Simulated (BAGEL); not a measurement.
**CASPT2(2,2)/6-31G(d) (density fitting with qzvpp-jkfit, spherical functions) run of H2 (SMILES [H][H])**

What is the vertical electron affinity of H2 at CASPT2(2,2)/6-31G* (density fitting with qzvpp-jkfit, spherical functions)? 

The results are computed with BAGEL 1.2.2.

3 further runs of the same task are left out: 2 that didn't finish, 1 set aside as unsound or not needed. Runs told in other sessions of the task aren't counted.

## Step 1: The molecule

The species is H2 (2 atoms), meant as a singlet with charge 0. As SMILES, `[H][H]`. The coordinates come from a PBE0-D4/def2-TZVP relaxation.

Bond lengths: H1–H2 0.746 Å.

## Step 2: A single-point energy at CASPT2(2,2)/6-31G(d) (density fitting with qzvpp-jkfit, spherical functions)

Contents of calc.json:

```json
{ "bagel": [

{
  "title": "molecule",
  "basis": "6-31gs.json",
  "df_basis": "qzvpp-jkfit",
  "angstrom": true,
  "geometry": [
    { "atom": "H", "xyz": [    0.319300,   -0.099200,    0.165500 ] },
    { "atom": "H", "xyz": [   -0.319300,    0.099200,   -0.165500 ] }
  ]
},
{
  "title": "hf"
},
{
  "title": "casscf",
  "nstate": 1,
  "nact": 2,
  "nclosed": 0,
  "maxiter": 200,
  "natocc": true
},
{
  "title": "print",
  "file": "orbitals.molden",
  "orbitals": true
},
{
  "title": "smith",
  "method": "caspt2",
  "ms": true,
  "xms": true,
  "sssr": true,
  "shift": 0.0,
  "frozen": false
}

]}
```

The basis set 6-31G* is read from a file made from the Basis Set Exchange's data (not shown).

The run is started by

```console
BAGEL_NUM_THREADS=1 BAGEL calc.json > calc.out
```

The log of the run:

```text
* using 1 threads per process

  ===============================================================
  ===============================================================

  *** Geometry ***

  { "atom" : "H", "xyz" : [      0.603390,     -0.187461,      0.312750 ] },
  { "atom" : "H", "xyz" : [     -0.603390,      0.187461,     -0.312750 ] },

  Number of auxiliary basis functions:       36

  Since a DF basis is specified, we compute 2- and 3-index integrals:
    o Being stored without compression. Storage requirement is 0.000 GB

  Number of basis functions:        4
  Number of electrons      :        2

    * METHOD: MOLECULE                             0.01

  *** RHF ***

  === Nuclear Repulsion ===
     0.7092142410

      * DIIS with orbital gradients will be used.

  === RHF iteration (6-31gs.json) ===
      0         -1.12419330          0.03092155           0.00
      1         -1.12660144          0.00459896           0.00
      2         -1.12665609          0.00000781           0.00
      3         -1.12665609          0.00000028           0.00
      4         -1.12665608          0.00001690           0.00
      5         -1.12665609          0.00000405           0.00
      6         -1.12665609          0.00000000           0.00
    * SCF iteration converged.

    * Permanent dipole moment:
           (   -0.000000,     0.000000,    -0.000000) a.u.

    * METHOD: HF                                   0.02

  ---------------------------
      CASSCF calculation
  ---------------------------

    * nstate   :      1
    * nclosed  :      0
    * nact     :      2
    * nvirt    :      2
  === CASSCF iteration (6-31gs.json) ===

    * Using the second-order algorithm

      0  0        -1.13243074     1.32e-02      0.00

      1  0        -1.14367351     1.24e-02      0.00

      2  0        -1.14626179     2.64e-03      0.00

      3  0        -1.14632923     4.70e-04      0.00

      4  0        -1.14633095     7.28e-05      0.00

      5  0        -1.14633099     1.12e-05      0.00

      6  0        -1.14633100     1.72e-06      0.00

      7  0        -1.14633100     2.65e-07      0.00

      8  0        -1.14633100     4.07e-08      0.00

      9  0        -1.14633100     6.26e-09      0.00

    * Second-order optimization converged. *

     guess   0:   closed 1.                   open ..

  === FCI iteration ===

      0  0        -1.12651727     8.87e-02      0.00
      1  0 *      -1.14633100     1.37e-15      0.00

     * ci vector, state   0, <S^2> = 0.0000
       2.    -0.9938196263
       .2     0.1110069834

    * METHOD: CASSCF                               0.01

    * METHOD: PRINT                                0.00

  === SMITH program ===

    * Approximate memory requirement for SMITH calulation per MPI process:
      o Storage requirement for T-amplitude, lambda, and residual is 0.00 GB
      o Storage requirement for MO integrals is 0.00 GB
    * Calculating and saving rdm4f

    * Zeroth order energy : state  0       -1.1407080340

    * CASPT2 iteration is performed using redundant basis

      ---- iteration ----

        0    -0.00395400     0.00466171      0.00
        1    -0.00397647     0.00166392      0.00
        2    -0.00397841     0.00002356      0.00
        3    -0.00397842     0.00000000      0.00

      -------------------

    * CASPT2 energy : state  0       -1.1503094118
        reference weight              0.9985288495

    * METHOD: SMITH                                0.02

  ===============================================================
```

It took 0.2 s on 1 thread of Arm Neoverse N1, shared host.

## Step 3: The doublet anion at the same level

Contents of job.json:

```json
{ "bagel": [

{
  "title": "molecule",
  "basis": "6-31gs.json",
  "df_basis": "qzvpp-jkfit",
  "angstrom": true,
  "geometry": [
    { "atom": "H", "xyz": [       0.319300,      -0.099200,       0.165500 ] },
    { "atom": "H", "xyz": [      -0.319300,       0.099200,      -0.165500 ] }
  ]
},

{
  "title": "hf"
},

{
  "title": "casscf",
  "nstate": 1,
  "nact": 2,
  "nclosed": 0,
  "charge": -1,
  "nspin": 1,
  "maxiter": 200,
  "natocc": true
},

{
  "title": "print",
  "file": "orbitals.molden",
  "orbitals": true
},

{
  "title": "smith",
  "method": "caspt2",
  "ms": true,
  "xms": true,
  "sssr": true,
  "shift": 0.0,
  "frozen": false
}

]}
```

The basis set 6-31G* is read from a file made from the Basis Set Exchange's data (not shown).

The run is started by

```console
BAGEL_NUM_THREADS=1 BAGEL job.json > job.out
```

The log of the run:

```text
* using 1 threads per process

  ===============================================================
  ===============================================================

  *** Geometry ***

  { "atom" : "H", "xyz" : [      0.603390,     -0.187461,      0.312750 ] },
  { "atom" : "H", "xyz" : [     -0.603390,      0.187461,     -0.312750 ] },

  Number of auxiliary basis functions:       36

  Since a DF basis is specified, we compute 2- and 3-index integrals:
    o Being stored without compression. Storage requirement is 0.000 GB

  Number of basis functions:        4
  Number of electrons      :        2

    * METHOD: MOLECULE                             0.01

  *** RHF ***

  === Nuclear Repulsion ===
     0.7092142410

      * DIIS with orbital gradients will be used.

  === RHF iteration (6-31gs.json) ===
      0         -1.12419330          0.03092155           0.00
      1         -1.12660144          0.00459896           0.00
      2         -1.12665609          0.00000781           0.00
      3         -1.12665609          0.00000028           0.00
      4         -1.12665608          0.00001690           0.00
      5         -1.12665609          0.00000405           0.00
      6         -1.12665609          0.00000000           0.00
    * SCF iteration converged.

    * Permanent dipole moment:
           (   -0.000000,     0.000000,    -0.000000) a.u.

    * METHOD: HF                                   0.02

  ---------------------------
      CASSCF calculation
  ---------------------------

    * nstate   :      1
    * nclosed  :      0
    * nact     :      2
    * nvirt    :      2
  === CASSCF iteration (6-31gs.json) ===

    * Using the second-order algorithm

      0  0        -0.88982037     1.20e-01      0.00

      1  0        -0.89618868     8.35e-04      0.00

      2  0        -0.89618898     2.12e-08      0.00

      3  0        -0.89618898     8.88e-10      0.00

    * Second-order optimization converged. *

     guess   0:   closed 1.                   open .1

  === FCI iteration ===

      0  0 *      -0.89618898     1.61e-15      0.00

     * ci vector, state   0, <S^2> = 0.7500
       2a     1.0000000000

    * METHOD: CASSCF                               0.01

    * METHOD: PRINT                                0.00

  === SMITH program ===

    * Approximate memory requirement for SMITH calulation per MPI process:
      o Storage requirement for T-amplitude, lambda, and residual is 0.00 GB
      o Storage requirement for MO integrals is 0.00 GB
    * Calculating and saving rdm4f

    * Zeroth order energy : state  0       -0.0201964821

    * CASPT2 iteration is performed using redundant basis

      ---- iteration ----

        0    -0.01409251     0.00100266      0.00
        1    -0.01409366     0.00001309      0.00
        2    -0.01409366     0.00000007      0.00

      -------------------

    * CASPT2 energy : state  0       -0.9102826363
        reference weight              0.9951523928

    * METHOD: SMITH                                0.01

  ===============================================================
```

Run time: 0.18 s. Hardware: 1 thread of Arm Neoverse N1, shared host.

## Step 4: What came out

Level: CASPT2(2,2)/6-31G* (density fitting with qzvpp-jkfit, spherical functions).

| quantity | value |
| --- | --- |
| singlet H2: total energy | -1.15031 Eh |
| doublet anion: total energy | -0.91028 Eh |
| vertical electron affinity (to the doublet anion) | -6.531 eV |

The anion lies 6.53 eV (151 kcal/mol) above the neutral: the electron isn't bound at this level, and such a value depends on the basis. Without diffuse functions anions come out too high.
